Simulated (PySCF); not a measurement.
# CH₆B₂O: NMR shifts at several levels of theory, part 2 of 2

PySCF 2.14.0. Atoms count from 0.

### 9 NMR shieldings: LC-wPBE/pcSseg-2

The job: settings as JSON, then the geometry in Å.

```
{"job": {"kind": "nmr", "xc": "LC-wPBE", "basis": "pcSseg-2", "pop": false}, "charge": 0, "multiplicity": 1}
B      2.231594    -0.387610     0.237608
O      1.056999     0.134421    -0.108633
B     -0.130028     0.651699    -0.462469
C     -1.452259    -0.174274    -0.328057
H      2.614438    -0.251345     1.378302
H      2.874815    -0.982529    -0.598334
H     -0.120371     1.787523    -0.890443
H     -1.922209    -0.280524    -1.321134
H     -1.313819    -1.173830     0.108237
H     -2.180576     0.387229     0.281577
```

Level: GIAO LC-wPBE/pcSseg-2 NMR shielding, non-relativistic, gas phase.

Output:

```text
coarse grid: 8064 points
cycle   1  E = -166.5841147866  dE =  3.530e-01  |g| = 6.328e-01  |ddm| = 1.945e+00
cycle   2  E = -166.5785895655  dE =  5.525e-03  |g| = 7.250e-01  |ddm| = 5.075e-01
cycle   3  E = -166.6621793197  dE = -8.359e-02  |g| = 4.708e-02  |ddm| = 2.684e-01
cycle   4  E = -166.6628849564  dE = -7.056e-04  |g| = 2.245e-02  |ddm| = 7.039e-02
cycle   5  E = -166.6630160703  dE = -1.311e-04  |g| = 3.313e-03  |ddm| = 1.859e-02
cycle   6  E = -166.6630210600  dE = -4.990e-06  |g| = 7.238e-04  |ddm| = 5.903e-03
final grid: 77064 points
cycle   7  E = -166.6628040191  dE = -1.035e-04  |g| = 3.925e-03  |ddm| = 5.630e-02
cycle   8  E = -166.6628057941  dE = -1.775e-06  |g| = 2.887e-03  |ddm| = 3.690e-03
cycle   9  E = -166.6628072696  dE = -1.475e-06  |g| = 6.189e-04  |ddm| = 1.676e-03
cycle  10  E = -166.6628073347  dE = -6.517e-08  |g| = 3.004e-04  |ddm| = 6.052e-04
cycle  11  E = -166.6628073635  dE = -2.878e-08  |g| = 4.185e-05  |ddm| = 2.042e-04
cycle  12  E = -166.6628073646  dE = -1.058e-09  |g| = 1.393e-05  |ddm| = 7.576e-05
cycle  13  E = -166.6628073647  dE = -1.071e-10  |g| = 2.201e-06  |ddm| = 3.328e-05
converged SCF energy = -166.6628073647

GIAO shielding tensors (ppm)
atom      isotropic    diamagn.    paramagn.     s11        s22        s33       span
  0 B       53.804     193.594    -139.790      2.778     50.516    108.117    105.340
  1 O       11.463     405.373    -393.910   -122.551     45.448    111.491    234.042
  2 B       49.870     194.053    -144.183    -11.202     58.312    102.499    113.700
  3 C      178.412     242.947     -64.536    160.919    179.064    195.253     34.334
  4 H       25.890      29.390      -3.499     25.383     25.786     26.502      1.119
  5 H       25.890      28.901      -3.011     25.381     25.795     26.493      1.112
  6 H       25.817      28.754      -2.937     24.462     24.654     28.333      3.871
  7 H       30.583      28.828       1.755     27.382     28.258     36.109      8.727
  8 H       30.923      30.829       0.094     27.561     28.978     36.230      8.669
  9 H       30.547      29.180       1.366     27.355     28.224     36.060      8.705
```

It took 29 s on 1 thread of Arm Neoverse V1, shared host; peak memory 0.92 GiB.

This run: δ C3 9.9, B2 49.1, B0 45.2, O1 321.2, H6 5.50, H4 5.43 ppm (means over like atoms).

### 10 Nuclear shieldings: PBE0/STO-3G

Same as in step 9 but for these lines:

```diff
@@ -1,2 +1,2 @@
-{"job": {"kind": "nmr", "xc": "LC-wPBE", "basis": "pcSseg-2", "pop": false}, "charge": 0, "multiplicity": 1}
+{"job": {"kind": "nmr", "xc": "PBE0", "basis": "STO-3G", "pop": true}, "charge": 0, "multiplicity": 1}
 B      2.231594    -0.387610     0.237608
```

Level: GIAO PBE0/STO-3G NMR shielding, non-relativistic, gas phase.

Output:

```text
coarse grid: 8064 points
cycle   1  E = -164.3497806832  dE =  2.195e-01  |g| = 4.699e-01  |ddm| = 3.631e+00
cycle   2  E = -164.2097948654  dE =  1.400e-01  |g| = 9.236e-01  |ddm| = 1.456e+00
cycle   3  E = -164.4215740140  dE = -2.118e-01  |g| = 5.420e-02  |ddm| = 8.731e-01
cycle   4  E = -164.4223748683  dE = -8.009e-04  |g| = 1.802e-02  |ddm| = 8.510e-02
cycle   5  E = -164.4224649274  dE = -9.006e-05  |g| = 9.879e-04  |ddm| = 2.094e-02
cycle   6  E = -164.4224652501  dE = -3.226e-07  |g| = 4.028e-04  |ddm| = 2.158e-03
final grid: 77064 points
cycle   7  E = -164.4077497270  dE = -1.307e-06  |g| = 7.620e-03  |ddm| = 1.695e-02
cycle   8  E = -164.4077320167  dE =  1.771e-05  |g| = 1.120e-02  |ddm| = 2.028e-02
cycle   9  E = -164.4077662590  dE = -3.424e-05  |g| = 5.207e-04  |ddm| = 1.200e-02
cycle  10  E = -164.4077663491  dE = -9.008e-08  |g| = 8.626e-05  |ddm| = 7.817e-04
cycle  11  E = -164.4077663512  dE = -2.032e-09  |g| = 2.154e-05  |ddm| = 1.064e-04
cycle  12  E = -164.4077663513  dE = -1.259e-10  |g| = 1.279e-06  |ddm| = 2.579e-05
converged SCF energy = -164.4077663513

GIAO shielding tensors (ppm)
atom      isotropic    diamagn.    paramagn.     s11        s22        s33       span
  0 B       88.430     199.322    -110.892     54.275     77.580    133.434     79.159
  1 O      153.430     384.870    -231.439    -60.339    241.848    278.782    339.122
  2 B       85.238     199.202    -113.964     41.665     86.360    127.690     86.025
  3 C      224.283     245.337     -21.054    213.317    227.911    231.621     18.304
  4 H       27.498      30.840      -3.342     27.252     27.445     27.798      0.546
  5 H       27.498      30.443      -2.945     27.249     27.455     27.790      0.541
  6 H       27.393      30.911      -3.518     25.739     26.544     29.895      4.156
  7 H       31.716      29.427       2.289     27.816     28.536     38.795     10.979
  8 H       31.907      31.128       0.779     27.393     29.599     38.730     11.338
  9 H       31.666      29.741       1.925     27.730     28.564     38.704     10.974
```

Wall time 1.7 s (1 thread of Arm Neoverse V1, shared host); peak memory 0.52 GiB.

In short: δ C3 10.4, B2 43.5, B0 40.3, O1 188.3, H6 5.21, H4 5.11 ppm (means over like atoms).

### 11 NMR shieldings: PBE0/6-31G

Same as in step 10 but for these lines:

```diff
@@ -1,2 +1,2 @@
-{"job": {"kind": "nmr", "xc": "PBE0", "basis": "STO-3G", "pop": true}, "charge": 0, "multiplicity": 1}
+{"job": {"kind": "nmr", "xc": "PBE0", "basis": "6-31G", "pop": true}, "charge": 0, "multiplicity": 1}
 B      2.231594    -0.387610     0.237608
```

Level: GIAO PBE0/6-31G NMR shielding, non-relativistic, gas phase.

Output:

```text
coarse grid: 8064 points
cycle   1  E = -166.4087826347  dE =  2.382e-01  |g| = 5.886e-01  |ddm| = 2.669e+00
cycle   2  E = -166.2806498327  dE =  1.281e-01  |g| = 1.001e+00  |ddm| = 1.062e+00
cycle   3  E = -166.4788491682  dE = -1.982e-01  |g| = 1.039e-01  |ddm| = 7.252e-01
cycle   4  E = -166.4811911416  dE = -2.342e-03  |g| = 2.670e-02  |ddm| = 9.815e-02
cycle   5  E = -166.4813757157  dE = -1.846e-04  |g| = 2.846e-03  |ddm| = 2.573e-02
cycle   6  E = -166.4813783718  dE = -2.656e-06  |g| = 8.404e-04  |ddm| = 4.171e-03
final grid: 77064 points
cycle   7  E = -166.4536014267  dE = -5.025e-06  |g| = 7.005e-03  |ddm| = 1.332e-02
cycle   8  E = -166.4535899515  dE =  1.148e-05  |g| = 1.062e-02  |ddm| = 1.221e-02
cycle   9  E = -166.4536125244  dE = -2.257e-05  |g| = 1.173e-03  |ddm| = 7.339e-03
cycle  10  E = -166.4536128600  dE = -3.356e-07  |g| = 1.591e-04  |ddm| = 1.120e-03
cycle  11  E = -166.4536128661  dE = -6.112e-09  |g| = 3.479e-05  |ddm| = 1.443e-04
cycle  12  E = -166.4536128664  dE = -2.802e-10  |g| = 2.419e-06  |ddm| = 4.591e-05
converged SCF energy = -166.4536128664

GIAO shielding tensors (ppm)
atom      isotropic    diamagn.    paramagn.     s11        s22        s33       span
  0 B       75.533     194.926    -119.393     30.381     77.142    119.075     88.695
  1 O       15.427     400.462    -385.035   -111.729     47.163    110.847    222.576
  2 B       72.789     192.770    -119.981     19.669     83.927    114.771     95.103
  3 C      188.507     251.335     -62.827    172.815    189.545    203.161     30.346
  4 H       26.180      29.441      -3.261     25.944     26.205     26.392      0.449
  5 H       26.180      29.163      -2.983     25.939     26.218     26.383      0.444
  6 H       26.180      29.081      -2.901     24.480     25.366     28.694      4.214
  7 H       31.510      29.463       2.048     28.629     28.969     36.932      8.303
  8 H       31.905      30.834       1.071     28.416     29.951     37.348      8.932
  9 H       31.473      29.654       1.818     28.562     28.975     36.881      8.319
```

Wall time 3.1 s (1 thread of Arm Neoverse V1, shared host); peak memory 0.52 GiB.

This run: δ C3 11.0, B2 40.4, B0 37.6, O1 303.1, H6 6.43, H4 6.43 ppm (means over like atoms).

### 12 Comparing the runs: NMR shifts

Shifts (ppm), means over like atoms, with basis size and wall time:

| run | C3 | H6 | H4 | H7 | B2 | B0 | O1 | functions | time |
| --- | --- | --- | --- | --- | --- | --- | --- | --- | --- |
| PBE0/pcSseg-2 | 9.8 | 5.55 | 5.45 | 0.61 | 47.1 | 43.2 | 335.8 | 228 | 16 s |
| mPW1PW91/pcSseg-2 | 9.8 | 5.51 | 5.41 | 0.61 | 47.0 | 42.9 | 332.1 | 228 | 16 s |
| WP04/pcSseg-2 | 8.5 | 4.87 | 4.76 | 0.57 | 46.5 | 41.2 | 290.5 | 228 | 17 s |
| B97-2/pcSseg-2 | 9.3 | 5.44 | 5.33 | 0.60 | 45.3 | 41.0 | 319.9 | 228 | 16 s |
| BHandHLYP/pcSseg-2 | 9.7 | 5.29 | 5.21 | 0.59 | 48.0 | 43.7 | 311.0 | 228 | 16 s |
| CAM-B3LYP/pcSseg-2 | 9.7 | 5.47 | 5.40 | 0.62 | 48.7 | 44.6 | 335.3 | 228 | 22 s |
| wB97X-D/pcSseg-2 | 9.3 | 5.43 | 5.34 | 0.59 | 46.2 | 42.0 | 317.6 | 228 | 21 s |
| LC-wPBE/pcSseg-2 | 9.9 | 5.50 | 5.43 | 0.63 | 49.1 | 45.2 | 321.2 | 228 | 29 s |
| PBE0/STO-3G | 10.4 | 5.21 | 5.11 | 0.84 | 43.5 | 40.3 | 188.3 | 26 | 1.7 s |
| PBE0/6-31G | 11.0 | 6.43 | 6.43 | 0.98 | 40.4 | 37.6 | 303.1 | 48 | 3.1 s |

### 13 Outcome

What follows sums up all 2 parts.

| quantity | value |
| --- | --- |
| ¹³C shifts against TMS (PBE0/pcSseg-2) | 9.8 ppm |
| ¹H shifts against TMS (PBE0/pcSseg-2, means over atoms taken as alike) | 5.55, 5.45, 0.61 ppm |
| ¹¹B shifts against BF3·OEt2 (PBE0/pcSseg-2) | 47.1, 43.2 ppm |
| ¹⁷O shifts against H2O (PBE0/pcSseg-2) | 335.8 ppm |
| range of the shift of O1 | 188.3 to 335.8 ppm |
| property runs in this session | 10, of which 0 failed and 1 gave unsound results |

In words: Single values in the summary come from the first run of each kind that ended normally (PBE0/pcSseg-2), which need not be the best level. At PBE0/pcSseg-2: The largest span, 238 ppm, is at O1, where the paramagnetic term is -415 ppm. In ppm, O1 moves most: its shift spreads over 147.5 ppm, from 188.3 (PBE0/STO-3G) to 335.8 (PBE0/pcSseg-2). A minimal basis is unusable for shieldings, so that end is no result.
